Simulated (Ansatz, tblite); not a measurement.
# The cluster Sn6S6: spin-state energies by level

Aim: set other spin states of the cluster Sn6S6 against its singlet, on many levels of theory.

The runs use Ansatz 0.2.0, Gaussian basis; as each input shows.

The runs, in order: triplet, at the geometry of the singlet (GFN1-xTB, GFN2-xTB, PBE0-D4/def2-SVP, PBE-D4/def2-SVP, r2SCAN-D4/def2-SVP); the singlet's energies come from earlier runs.

9 further runs of the same task are left out: 7 that didn't finish, 2 set aside as unsound or not needed. Runs told in other sessions of the task aren't counted.

## (1) The geometry

The singlet was relaxed beforehand with PBE-D4/def2-SVP. At that level it is the lowest of the isomers that a small search found.

12 atoms, charge 0, spin multiplicity 1.

Bond lengths: Sn1–S9 2.890 Å, Sn1–S11 2.762 Å, Sn1–S12 2.653 Å, Sn2–S8 2.761 Å, Sn2–S10 2.611 Å, Sn2–S12 2.539 Å, Sn3–S8 2.892 Å, Sn3–S11 2.652 Å, Sn3–S12 2.763 Å, Sn4–S7 2.612 Å, Sn4–S9 2.763 Å, Sn4–S11 2.538 Å, Sn5–S8 2.775 Å, Sn5–S9 2.695 Å, Sn5–S10 2.511 Å, Sn6–S7 2.511 Å, Sn6–S8 2.696 Å, Sn6–S9 2.774 Å. Angles: S9–Sn1–S11 82.7°, S9–Sn1–S12 116.8°, S11–Sn1–S12 75.7°, S8–Sn2–S10 90.9°, S8–Sn2–S12 89.6°, S10–Sn2–S12 89.8°, S8–Sn3–S11 116.8°, S8–Sn3–S12 82.7°, S11–Sn3–S12 75.6°, S7–Sn4–S9 90.8°, S7–Sn4–S11 89.8°, S9–Sn4–S11 89.5°, S8–Sn5–S9 83.3°, S8–Sn5–S10 92.7°, S9–Sn5–S10 95.3°, S7–Sn6–S8 95.3°, S7–Sn6–S9 92.7°, S8–Sn6–S9 83.3° and more.

Sn takes a core potential in the def2 sets. No spin-orbit coupling is included.

## (2) Triplet at the fixed geometry, GFN1-xTB

Tight binding, by tblite at 300 K electronic temperature and without a spin-polarisation term:

```python
tblite.interface.Calculator('GFN1-xTB', numbers, positions, charge=0, uhf=2).singlepoint()
```

Energy -1024.7432 eV; 0.033 s.

## (3) Triplet at the fixed geometry, GFN2-xTB

Tight binding, by tblite at 300 K electronic temperature and without a spin-polarisation term:

```python
tblite.interface.Calculator('GFN2-xTB', numbers, positions, charge=0, uhf=2).singlepoint()
```

Energy -889.2644 eV; 0.072 s.

## (4) Triplet at the fixed geometry, PBE0-D4/def2-SVP

File in.yaml:

```yaml
crystal:
  periodic: [false, false, false]
  atoms:
    - {symbol: Sn, position_ang: [-0.652269, 1.956451, -1.056880]}
    - {symbol: Sn, position_ang: [-0.485001, 1.611720, 2.783445]}
    - {symbol: Sn, position_ang: [2.267126, 0.062976, 0.471252]}
    - {symbol: Sn, position_ang: [0.875496, -1.127417, -2.924472]}
    - {symbol: Sn, position_ang: [-2.605506, -0.705009, 1.000857]}
    - {symbol: Sn, position_ang: [-0.252875, -2.867024, 0.032150]}
    - {symbol: S, position_ang: [2.006330, -2.467422, -0.988932]}
    - {symbol: S, position_ang: [-0.005246, -0.970435, 1.931707]}
    - {symbol: S, position_ang: [-1.416912, -0.807438, -1.416007]}
    - {symbol: S, position_ang: [-2.541224, 1.798564, 1.184413]}
    - {symbol: S, position_ang: [1.790882, 1.030708, -1.951554]}
    - {symbol: S, position_ang: [1.019210, 2.484326, 0.934031]}
basis:
  gaussian: {orbitals: def2-SVP}
magnetization: {spin_polarized: true, initial_magnetization: 2}
hamiltonian: {xc: pbe0, dispersion: d4}
scf: {omitted_lower_state_checks: [starts]}
output: {orbitals: {seedname: orbitals}}
```

Started as:

```
$ ansatz run in.yaml --threads 4 --pin off --events-out ev --progress --plain --max-ram 6963MiB
```

The program printed:

```text
Functional definition: PBE0
  name "PBE0"
  cite "Adamo & Barone, J. Chem. Phys. 110, 6158 (1999) doi:10.1063/1.478522"
  cite "Perdew, Burke & Ernzerhof, Phys. Rev. Lett. 77, 3865 (1996) doi:10.1103/PhysRevLett.77.3865"
  parent pbe
  parameter a = 0.25
  parameter kappa = 0.804
  parameter beta = 0.06672455060314922
  exchange = (1 - a)*pbe_x(kappa = kappa, mu = beta*pi^2/3) + a*exact_x
  correlation = pbe_c(beta = beta)
these checks for a lower state are left out or cut short: starts
3001 factors; integrals over basis functions are off by at most 4.0e-4 eV
mean field evaluation 1: about -99967.2731 eV, gradient 2.5e1 eV
mean field evaluation 2: about -99961.3747 eV, gradient 3.9e1 eV
mean field evaluation 4: about -99971.4284 eV, gradient 4.1e0 eV
mean field evaluation 8: about -99971.5637 eV, gradient 2.6e-1 eV
mean field evaluation 16: about -99971.5647 eV, gradient 4.2e-3 eV
mean field evaluation 32: about -99971.5647 eV, gradient 6.3e-5 eV
mean field -99971.56469714 eV, -3673.8872394594 hartree, gradient 8.6e-6 eV, S^2 2.010511; 0 other end points of the search recorded, 0 dependent functions left out
reference -99971.56473428 eV, -3673.8872408243 hartree; 115, 113 occupied and 149, 151 virtual orbitals, 3001 factors
Total energy: -99973.12684693 eV, -3673.9446474054 hartree
Checks for a lower state left out: starts
```

It took 3.1 min on 4 threads of Arm Neoverse V2, shared host; peak memory 3.4 GiB.

Report: HOMO -3.63 eV, LUMO -5.11 eV (over both spins; with the spin held, an empty level of the minority spin lies below the top filled one); ⟨S²⟩ 2.011 (pure: 2.00).

## (5) Triplet at the fixed geometry, PBE-D4/def2-SVP

start.molden holds the orbitals of an earlier run on this state, given as this run's starting guess.

in.yaml, as its differences from that of step 4:

```diff
@@ -16,5 +16,5 @@
 basis:
-  gaussian: {orbitals: def2-SVP}
+  gaussian: {orbitals: def2-SVP, initial_orbitals: start.molden}
 magnetization: {spin_polarized: true, initial_magnetization: 2}
-hamiltonian: {xc: pbe0, dispersion: d4}
+hamiltonian: {xc: pbe, dispersion: d4}
 scf: {omitted_lower_state_checks: [starts]}
```

The command is unchanged.

The program printed:

```text
Functional definition: PBE
  name "PBE"
  cite "Perdew, Burke & Ernzerhof, Phys. Rev. Lett. 77, 3865 (1996) doi:10.1103/PhysRevLett.77.3865"
  parent pbe
  parameter kappa = 0.804
  parameter beta = 0.06672455060314922
  exchange = pbe_x(kappa = kappa, mu = beta*pi^2/3)
  correlation = pbe_c(beta = beta)
these checks for a lower state are left out or cut short: starts
2976 factors; their error is unknown
mean field evaluation 1: about -99965.9569 eV, gradient 7.8e0 eV
mean field evaluation 2: about -99966.2563 eV, gradient 3.0e-1 eV
mean field evaluation 4: about -99966.1381 eV, gradient 2.9e-2 eV
mean field evaluation 8: about -99966.1382 eV, gradient 2.6e-5 eV
mean field evaluation 16: about -99966.1382 eV, gradient 1.3e-5 eV
mean field -99966.13815520 eV, -3673.6878177215 hartree, gradient 2.1e-6 eV, S^2 2.002816; 0 other end points of the search recorded, 0 dependent functions left out
reference -99966.13820447 eV, -3673.6878195320 hartree; 115, 113 occupied and 149, 151 virtual orbitals, 2976 factors
Total energy: -99967.89020277 eV, -3673.7522042821 hartree
Checks for a lower state left out: starts
```

It took 46 s on 4 threads of Arm Neoverse V2, shared host; peak memory 0.95 GiB.

HOMO -3.22 eV, LUMO -5.30 eV (over both spins; with the spin held, an empty level of the minority spin lies below the top filled one); ⟨S²⟩ 2.003 (pure: 2.00).

## (6) Triplet at the fixed geometry, r2SCAN-D4/def2-SVP

in.yaml, as its differences from that of step 5:

```diff
@@ -18,3 +18,3 @@
 magnetization: {spin_polarized: true, initial_magnetization: 2}
-hamiltonian: {xc: pbe, dispersion: d4}
+hamiltonian: {xc: r2scan, dispersion: d4}
 scf: {omitted_lower_state_checks: [starts]}
```

The command is unchanged.

The program printed, shortened:

```text
Functional definition: r2SCAN
  name "r2SCAN"
  cite "Furness, Kaplan, Ning, Perdew & Sun, J. Phys. Chem. Lett. 11, 8208 (2020) doi:10.1021/acs.jpclett.0c02405"
  cite "Furness, Kaplan, Ning, Perdew & Sun, J. Phys. Chem. Lett. 11, 9248 (2020) doi:10.1021/acs.jpclett.0c03077"
  parent r2scan
[...]
2976 factors; their error is unknown
[...]
mean field -100002.65778680 eV, -3675.0298894288 hartree, gradient 3.5e-6 eV, S^2 2.008065; 0 other end points of the search recorded, 0 dependent functions left out
reference -100002.65780722 eV, -3675.0298901793 hartree; 115, 113 occupied and 149, 151 virtual orbitals, 2976 factors
Total energy: -100003.05384178 eV, -3675.0444441811 hartree
Checks for a lower state left out: starts
```

Wall time 3.6 min (4 threads of Arm Neoverse V2, shared host); peak memory 2 GiB.

Report: HOMO -3.31 eV, LUMO -5.49 eV (over both spins; with the spin held, an empty level of the minority spin lies below the top filled one); ⟨S²⟩ 2.008 (pure: 2.00).

## (7) Triplet less singlet, vertical

The singlet's energies are those of its earlier runs, whose logs aren't repeated here.

| level | triplet less singlet, vertical (kJ/mol) | time |
| --- | --- | --- |
| GFN1-xTB | +264.8 | 0.058 s |
| GFN2-xTB | +238.0 | 0.13 s |
| PBE-D4/def2-SVP | +199.6 | 59 s |
| r2SCAN-D4/def2-SVP | +218.9 | 4.1 min |
| PBE0-D4/def2-SVP | +238.5 | 3.7 min |

Times add the two runs; a level without a time comes out of a correlated run. Tight binding without a spin term can't rank spin states.

## (8) Outcome

```
                                               quantity                                       value
triplet less singlet, vertical, functionals in def2-SVP  +199.6 (PBE-D4) to +238.5 kJ/mol (PBE0-D4)
```

**Reading.** All functionals put the triplet above the singlet, over a spread of 39.0 kJ/mol. The checks for a lower triplet were left out, so another state of that spin may lie lower. These are electronic energies, without zero-point motion, entropy or surroundings.
